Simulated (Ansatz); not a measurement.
# BGeNH+ (triplet): wave-function methods side by side, cc-pVDZ

An exercise on one series of results from a longer session: the logs are not shown, and one member is left open.

Program: Ansatz 0.2.0, Gaussian basis. Level of theory: cc-pVDZ, core rule «outside noble gas», up to 16 orbitals frozen. These are calculated values, not measurements.

The runs, in order: UHF; CCSD(T) on ROHF; CCSD(T) on UHF; BCCD(T) on ROHF; CISD; CCSDT(Q) on ROHF; CCSDT(Q) on UHF; CASSCF and NEVPT2, 10 electrons in 10 orbitals.

21 further runs of the same task are left out: 9 that didn't finish, 12 set aside as unsound or not needed.

### The system

The geometry is a PBE0/def2-TZVP stationary point (not a proven minimum) of the parent state, kept for this charge and spin. No spin-orbit coupling is included. The filled d shell of Ge may be among the frozen orbitals whatever the setting's name suggests; the logs give the count.

4 atoms, charge 1, spin multiplicity 3.

Atoms are counted from 1 here; the program's logs count them from 0.

Bond lengths: Ge1–B2 2.217 Å, Ge1–N3 1.849 Å, B2–N3 1.313 Å, B2–H4 1.179 Å. Angles: B2–Ge1–N3 36.3°, Ge1–B2–N3 56.4°, Ge1–B2–H4 140.9°, N3–B2–H4 162.7°, Ge1–N3–B2 87.3°.

The first run:

The input, in.yaml:

```yaml
crystal:
  periodic: [false, false, false]
  atoms:
    - {symbol: Ge, position_ang: [0.000000, 0.059541, 0.505922]}
    - {symbol: B, position_ang: [0.000000, 0.451319, -1.675815]}
    - {symbol: N, position_ang: [0.000000, -0.753893, -1.154331]}
    - {symbol: H, position_ang: [0.000000, 1.344614, -2.445184]}
basis:
  gaussian: {orbitals: cc-pVDZ}
total_charge: 1
magnetization: {spin_polarized: true, initial_magnetization: 2}
hamiltonian: {xc: hf}
output: {orbitals: {seedname: orbitals}}
```

Command:

```console
$ ansatz run in.yaml --threads 1 --pin off --events-out ev --progress --plain --max-ram 2393MiB
```

Steps of the session up to this table: UHF; CCSD(T) on ROHF; CCSD(T) on UHF; BCCD(T) on ROHF; CISD; CCSDT(Q) on ROHF; CCSDT(Q) on UHF; CASSCF and NEVPT2, 10 electrons in 10 orbitals.

One table of the session follows, with a row left open; its other results are not shown here.

It belongs to the step «Misses and costs». 

```
         method  from UCCSDT(Q) (kJ/mol)
           ROHF                   +840.5
            UHF                   +813.3
           RMP2                    +99.4
           UMP2                   +115.0
          RCCSD                    +46.1
          UCCSD                    +43.6
       RCCSD(T)                     +8.0
       UCCSD(T)                     +7.4
        BCCD(T)                     +7.8
         RCCSDT                     +5.1
         UCCSDT                        ?
      RCCSDT(Q)                     +1.3
      UCCSDT(Q)                        0
CASSCF frontier                   +497.4
NEVPT2 frontier                   +127.8
```

Q: Estimate the row for UCCSDT from the others.

As computed: from UCCSDT(Q) (kJ/mol): +3.9. In the column «from UCCSDT(Q) (kJ/mol)» it lies between RCCSDT(Q) (+1.3) and RCCSDT (+5.1).

Not comparable, so not listed: CISD (they don't share determinant, frozen orbitals or solution with the rows shown, or repeat one).

Caveats from the session: Restricted and unrestricted rows rest on different reference determinants; where their highest levels disagree by more than a few hundredths of an eV, they describe different states and don't form one ladder.
